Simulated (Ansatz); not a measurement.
# Cobalt, A15 under BLYP: structure and ground-state energy

Aim: take cobalt in the A15 structure, relax it, then solve it on a dense k-mesh. Spin polarisation is left out, though the real metal is magnetic, so this state lies above the ground state. The k-meshes are 6×6×6 for the relaxation; 8×8×8 for the dense run.

Program: Ansatz 0.2.0. Level of theory: DFT BLYP, plane waves (420 eV) with PAW, scalar-relativistic; the PAW data stem from PBE, with regenerated cores. These are calculated values, not measurements.

### 1 The starting structure

The structure is cubic, space group Pm-3n (No. 223). The conventional cell has a = 4.458 Å, b = 4.458 Å, c = 4.458 Å, α = 90.00°, β = 90.00°, γ = 90.00°. Co (site symmetry m-3) is surrounded by 12 Co at 2.49 Å. Co (site symmetry -4m2) has 6 Co at 2.23 to 2.49 Å as nearest neighbours.

Coordinates:

```xyz
8
Lattice="4.4579 0.0000 0.0000 0.0000 4.4579 0.0000 0.0000 0.0000 4.4579" Properties=species:S:1:pos:R:3 pbc="T T T"
Co    0.0000    0.0000    0.0000
Co    2.2289    2.2289    2.2289
Co    1.1145    0.0000    2.2289
Co    3.3434    0.0000    2.2289
Co    2.2289    1.1145    0.0000
Co    2.2289    3.3434    0.0000
Co    0.0000    2.2289    1.1145
Co    0.0000    2.2289    3.3434
```

### 2 Relaxing cell and atoms

The input, input.yaml:

```yaml
crystal:
  lattice:
    - [4.457857647, 0.0, 0.0]
    - [0.0, 4.457857647, 0.0]
    - [0.0, 0.0, 4.457857647]
  atoms:
    - { symbol: Co, position: [0.0, 0.0, 0.0] }
    - { symbol: Co, position: [0.5, 0.5, 0.5] }
    - { symbol: Co, position: [0.25, 0.0, 0.5] }
    - { symbol: Co, position: [0.75, 0.0, 0.5] }
    - { symbol: Co, position: [0.5, 0.25, 0.0] }
    - { symbol: Co, position: [0.5, 0.75, 0.0] }
    - { symbol: Co, position: [0.0, 0.5, 0.25] }
    - { symbol: Co, position: [0.0, 0.5, 0.75] }
hamiltonian:
  xc: blyp
  pseudopotentials:
    kind: paw
    azcp:
      Co: "pseudopotentials/Co.paw.azcp"
basis:
  ecutwfc: 420
  fft_grid_basis: typed
kpoints:
  mp_grid: { grid: [6, 6, 6], shift: [0, 0, 0] }
magnetization:
  spin_polarized: false
scf:
  occupations: { method: fermi_dirac, width: 0.1 }
relax:
  max_steps: 60
  f_tol: 0.01
  cell: {}
output:
  write_density: true
  write_potential: true
  elf: true
  volumetric_format: npy
```

Command:

```console
$ ansatz run input.yaml --threads 4 --pin off --max-ram 8192MiB --backend cpu --events-out ev --progress --plain --runs-dir out
```

After this run come: The energy on a finer k-mesh.

**Question.** What will these runs give? Wanted: space group; conventional cell; volume; shortest distance; gap on the mesh; relative to hcp, ferromagnetic.

The runs gave:

| quantity | value |
| --- | --- |
| space group (spins left aside) | Pm-3n (No. 223) |
| conventional cell | a = 4.463 Å |
| volume | 11.113 Å³/atom |
| shortest distance | 2.232 Å |
| gap on the mesh | none (levels filled in part) |
| relative to hcp, ferromagnetic | +395 meV/atom |

The relaxation enlarged the cell by 0.4 % in volume. It lies 395 meV/atom above the element's usual form at the same level (hcp, ferromagnetic, from a run of its own); part of this is magnetic energy, as this run has no moments. Levels at the Fermi energy are filled in part, as in a metal. The symmetry was held, so the structure may be unstable against distortions that break it.
